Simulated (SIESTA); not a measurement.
## HPbNO4 under changes of volume

One of the cells (14.902 Å³/atom); the others are scaled copies at fixed shape and fractional positions:

```
H Pb N O
1.0
     4.14769   -0.00082   -0.01127
     0.00407    6.46979    0.05395
     0.02809    3.22831    7.80127
H Pb N O
2 2 2 8
Direct
  0.90366 0.21821 0.48851
  0.40337 0.78177 0.51142
  0.39455 0.30863 0.70725
  0.89489 0.69135 0.29266
  0.63409 0.19990 0.20730
  0.13386 0.80012 0.79275
  0.90829 0.32866 0.54369
  0.53792 0.39076 0.19497
  0.53483 0.11279 0.10602
  0.83718 0.08887 0.32672
  0.40817 0.67132 0.45624
  0.03774 0.60924 0.80520
  0.03429 0.88737 0.89397
  0.33716 0.91101 0.67330
```

The cell was built by a generator and needn't be a form met in nature.

- Program: SIESTA 5.4.2
- Functional: PBE
- Potentials or basis: PseudoDojo 0.4 standard (PBE files)
- Basis: DZP (energy shift 0.003 Ry; two zetas on semicore shells)
- Grid cutoff: 800 Ry
- Energy shift: 0.003 Ry
- k mesh: 7 × 5 × 4
- Occupations: fermi-dirac, width 0.05 eV
- Spin: no spin polarisation

| volume (Å³/atom) | energy over the lowest point (meV/atom) | pressure (GPa) | gap on the mesh (eV) | largest force (eV/Å) |
| --- | --- | --- | --- | --- |
| 13.733 | 36.74 | 9.9 | 3.32 | 3.316 |
| 14.025 | 21.17 | 7.2 | 3.30 | 2.628 |
| 14.317 | 10.15 | 4.9 | 3.27 | 1.987 |
| 14.902 | 0.00 | 0.8 | 3.21 | 0.832 |
| 15.194 | 0.11 | -0.9 | 3.17 | 0.324 |
| 15.486 | ? | ? | ? | ? |

Question: What does the run at 15.486 Å³/atom give?

Answer: Energy over the lowest point 3.23 meV/atom; pressure -2.5 GPa; gap on the mesh 3.13 eV; largest force 0.255 eV/Å.

Worked out: A Birch-Murnaghan fit of order 3 (a polynomial in V^(-2/3)) to the other rows has its minimum at 15.04 Å³/atom with B0 = V·E''(V) = 90 GPa and B' = 4.3 at fixed shape and positions, which overstates the stiffness. It gives 3.22 meV/atom at 15.486 Å³/atom, against the run's 3.23, and -dE/dV = -2.5 GPa, against -2.5. A straight line through the other rows of the gap, of slope -1.49 eV per unit of ln V, extrapolates to 3.15 eV, against the run's 3.13.

Energies are extrapolated to zero smearing.

Caveats: spin-orbit coupling is left out, which as a rule narrows the gap of such compounds by several tenths of an eV; an odd mesh through Γ misses points on the zone boundary, where band edges often lie; the basis of atomic orbitals isn't converged, which shifts pressures, moduli and gaps; forces of over 1 eV/Å show positions far from the minimum, so gaps and moduli don't describe the material at rest (some runs).
